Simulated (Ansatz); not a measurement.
# C2H6BNO: the cost of one run

All numbers below are computed with Ansatz 0.2.0 (RKS PBE0/def2-mTZVP).

1 further run of the same task is left out (it didn't finish).

### Step 1. The system as given

Bond lengths: C1–C2 1.485 Å, C2–O3 1.346 Å, C2–B4 1.636 Å, O3–B4 1.529 Å, B4–N5 1.509 Å, C1–H6 1.187 Å, C1–H7 1.088 Å, C1–H8 1.077 Å, C2–H9 1.157 Å, N5–H10 1.016 Å, N5–H11 1.042 Å. Angles (14 of 19 angles, heavy atoms first): C1–C2–O3 109.0°, C1–C2–B4 117.2°, O3–C2–B4 60.8°, C2–O3–B4 69.0°, C2–B4–O3 50.2°, C2–B4–N5 139.8°, O3–B4–N5 147.5°, C1–C2–H9 122.4°, O3–C2–H9 113.6°, B4–C2–H9 116.8°, C2–C1–H6 107.6°, C2–C1–H7 114.8°, C2–C1–H8 110.2°, B4–N5–H10 105.6°.

As a file:

```xyz
11

C    -1.3028   -0.3340    0.4062
C    -0.0121    0.0871    1.0069
O     0.8519   -0.9439    0.9585
B     1.2830    0.1758    0.0107
N     1.6269    0.5885   -1.3999
H    -1.8665    0.6458    0.0438
H    -1.2116   -0.9849   -0.4607
H    -1.9415   -0.7607    1.1606
H     0.0446    0.6923    1.9913
H     1.8106   -0.2768   -1.9005
H     0.7829    1.0538   -1.7964
```

### Step 2. End point A

File input.yaml:

```yaml
crystal:
  periodic: [false, false, false]
  atoms:
    - { symbol: C, position_ang: [-1.3028, -0.334, 0.4062] }
    - { symbol: C, position_ang: [-0.0121, 0.0871, 1.0069] }
    - { symbol: O, position_ang: [0.8519, -0.9439, 0.9585] }
    - { symbol: B, position_ang: [1.283, 0.1758, 0.0107] }
    - { symbol: "N", position_ang: [1.6269, 0.5885, -1.3999] }
    - { symbol: H, position_ang: [-1.8665, 0.6458, 0.0438] }
    - { symbol: H, position_ang: [-1.2116, -0.9849, -0.4607] }
    - { symbol: H, position_ang: [-1.9415, -0.7607, 1.1606] }
    - { symbol: H, position_ang: [0.0446, 0.6923, 1.9913] }
    - { symbol: H, position_ang: [1.8106, -0.2768, -1.9005] }
    - { symbol: H, position_ang: [0.7829, 1.0538, -1.7964] }
basis:
  gaussian: { orbitals: def2-mTZVP }
hamiltonian:
  xc: pbe0
relax:
  f_tol: 0.015
  max_steps: 40
```

Started as:

```console
$ ansatz run input.yaml --threads 2 --pin off --max-ram 3072MiB --backend cpu --events-out ev --progress --plain --runs-dir out
```

What time and memory should one allow on 2 threads of Arm Neoverse V1, shared host?

About 38 s, with a peak of 0.25 GiB.
